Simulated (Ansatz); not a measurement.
# Ga2TeO3: the cost of one run

Program: Ansatz 0.2.0. Level of theory: DFT PBE, scalar-relativistic, plane waves, PAW. These are calculated values, not measurements.

### Step 1. The starting structure

It takes space group I4/mmm (No. 139, tetragonal). The conventional cell has a = 5.870 Å, b = 5.870 Å, c = 6.938 Å, α = 90.00°, β = 90.00°, γ = 90.00°. Ga (site symmetry -4m2) is surrounded by 2 O at 1.73 Å. Te (site symmetry 4/mmm) is surrounded by 4 O at 2.93 Å. Around O (site symmetry mmm) lie 2 Ga at 1.73 Å. O (site symmetry 4/mmm) is surrounded by 4 O at 2.93 Å.

Coordinates:

```xyz
6
Lattice="-2.9349 2.9349 3.4692 2.9349 -2.9349 3.4692 2.9349 2.9349 -3.4692" Properties=species:S:1:pos:R:3 pbc="T T T"
Ga    0.0000    2.9349    1.7346
Ga    2.9349    0.0000    1.7346
Te    0.0000    0.0000    0.0000
O     0.0000    2.9349    0.0000
O     2.9349    0.0000    0.0000
O     0.0000    0.0000    3.4692
```

Recipe of the guess: random cell by space group and Wyckoff sites (I4/mmm, No. 139). The dimensions are guesses.

### Step 2. The guess as it stands, on a coarse mesh

Contents of input.yaml:

```yaml
crystal:
  lattice:
    - [-2.93485182, 2.93485182, 3.46917721]
    - [2.93485182, -2.93485182, 3.46917721]
    - [2.93485182, 2.93485182, -3.46917721]
  atoms:
    - { symbol: Ga, position: [0.75, 0.25, 0.5] }
    - { symbol: Ga, position: [0.25, 0.75, 0.5] }
    - { symbol: Te, position: [0.0, 0.0, 0.0] }
    - { symbol: O, position: [0.5, 0.0, 0.5] }
    - { symbol: O, position: [0.0, 0.5, 0.5] }
    - { symbol: O, position: [0.5, 0.5, 0.0] }
basis:
  ecutwfc: 420
kpoints:
  mp_grid: { grid: [4, 4, 4] }
hamiltonian:
  xc: pbe
scf:
  occupations: { method: gaussian, width: 0.1 }
  lower_state_search: "off"
output:
  forces: true
  stress: true
  eigenvalues: true
```

The run is started by

```console
> ansatz run input.yaml --threads 1 --pin off --max-ram 2560MiB --backend cpu --events-out ev --progress --plain --runs-dir out
```

What time and memory should one allow on 1 thread of AMD EPYC 7R43 (Zen 3), shared host?

About 2.8 s, with a peak of 0.46 GiB.
